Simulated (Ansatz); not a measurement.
Crystal: NaLaMnMoO6.

```
CELL_PARAMETERS angstrom
4.72242 -2.73688 0.00204
4.72242 2.73688 0.00204
-3.17796 0.00000 4.47000
ATOMIC_POSITIONS crystal
Na 0.25021 0.25021 0.74459
La 0.75117 0.75117 0.25707
Mn 0.49918 0.49918 0.49917
Mo 0.00110 0.00110 0.00114
O 0.28503 0.78106 0.28520
O 0.78106 0.28503 0.28520
O 0.25187 0.25187 0.18775
O 0.74777 0.74777 0.81124
O 0.21883 0.71407 0.71525
O 0.71407 0.21883 0.71525
```

The cell was built by a generator and needn't be a form met in nature.

```yaml
Program: Ansatz 0.2.0
Task: relaxation of cell and atoms
Functional: PBEsol
Dispersion: D3(BJ)
Potentials_or_basis: Ansatz PAW
Cutoff: "420 eV (not typed: the program's choice for these potentials)"
k_mesh: 5 × 5 × 5
Occupations: fermi-dirac, width 0.05 eV
Spin: collinear spin, ferromagnetic start
Starting_moments: "[0.0, 0.0, 4.0, 1.0, 0.0, 0.0, 0.0, 0.0, 0.0, 0.0] μB"
```

At the start: volume 11.56 Å³/atom.

Problem. How do energy, volume and symmetry change on relaxing?

Solution. It ends after 10 steps and the volume is 10.89 Å³/atom (-5.8 %); space group Cm (No. 8, to 0.05 Å); moment 1.22 μB per cell.

The path:
```tsv
step	energy change (eV)	largest force (eV/Å)	volume (Å³)
1	0.0000	0.2713	115.58
2	-0.1701	0.3491	110.56
3	-0.1920	0.2505	109.92
4	-0.2123	0.1299	109.37
5	-0.2216	0.0396	109.11
6	-0.2219	0.0105	109.05
7	-0.2018	0.0104	109.05
8	-0.2030	0.0145	108.80
9	-0.2027	0.0008	108.88
10	-0.2021	0.0008	108.88
```

Final structure:
```
CELL_PARAMETERS angstrom
4.62965 -2.68076 -0.00012
4.62965 2.68076 -0.00012
-3.11754 0.00000 4.38666
ATOMIC_POSITIONS crystal
Na 0.24977 0.24977 0.74515
La 0.75112 0.75112 0.25496
Mn 0.49929 0.49929 0.49919
Mo 0.00086 0.00086 0.00085
O 0.28163 0.77730 0.28500
O 0.77730 0.28163 0.28500
O 0.25379 0.25379 0.19394
O 0.74613 0.74613 0.80114
O 0.22543 0.71498 0.71831
O 0.71498 0.22543 0.71831
```

Caveat: the plane-wave basis is chosen anew once the cell has moved, so the energies of steps on either side of that aren't comparable; the pressure holds a Pulay correction of +0.7 GPa for the finite cutoff; a cell with one magnetic atom can't hold antiferromagnetic order, which such compounds often take; pairwise dispersion overbinds metals, which lowers pressure and volume; the PAW data sets come from PBE, with cores solved anew for the run's functional, which leaves a small shift of forces and pressure; the starting moments weren't kept.
